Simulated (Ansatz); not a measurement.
# FH2InN: the cost of one run

Method: UKS CAM-B3LYP/def2-mTZVP, in Ansatz 0.2.0.

**1. Starting point**

Bond lengths: N1–In2 2.032 Å, In2–F3 1.971 Å, N1–H4 1.021 Å, In2–H5 1.688 Å. Angles: N1–In2–F3 109.2°, N1–In2–H5 139.1°, F3–In2–H5 111.7°, In2–N1–H4 110.4°.

As a file:

```xyz
5

N    -1.4086    0.1947   -0.6661
In    0.4783    0.3644    0.0672
F     1.0087   -1.3431    0.8962
H    -1.7835   -0.7352   -0.4738
H     1.7051    1.5193    0.1764
```

**2. Relaxing end A**

The input, input.yaml:

```yaml
crystal:
  periodic: [false, false, false]
  atoms:
    - { symbol: "N", position_ang: [-1.40863, 0.19468, -0.66607] }
    - { symbol: In, position_ang: [0.4783, 0.36437, 0.06721] }
    - { symbol: F, position_ang: [1.00869, -1.34313, 0.89624] }
    - { symbol: H, position_ang: [-1.78346, -0.73522, -0.47381] }
    - { symbol: H, position_ang: [1.7051, 1.5193, 0.17643] }
magnetization:
  spin_polarized: true
  initial_magnetization: 1
basis:
  gaussian: { orbitals: def2-mTZVP }
hamiltonian:
  xc: cam_b3lyp
relax:
  f_tol: 0.02
  max_steps: 50
output:
  orbitals: {}
```

Command:

```sh
> ansatz run input.yaml --threads 2 --pin off --max-ram 3072MiB --backend cpu --events-out ev --progress --plain --runs-dir out
```

What time and memory should one allow on 2 threads of AMD EPYC 7R13 (Zen 3), shared host?

About 38 s, with a peak of 0.25 GiB.
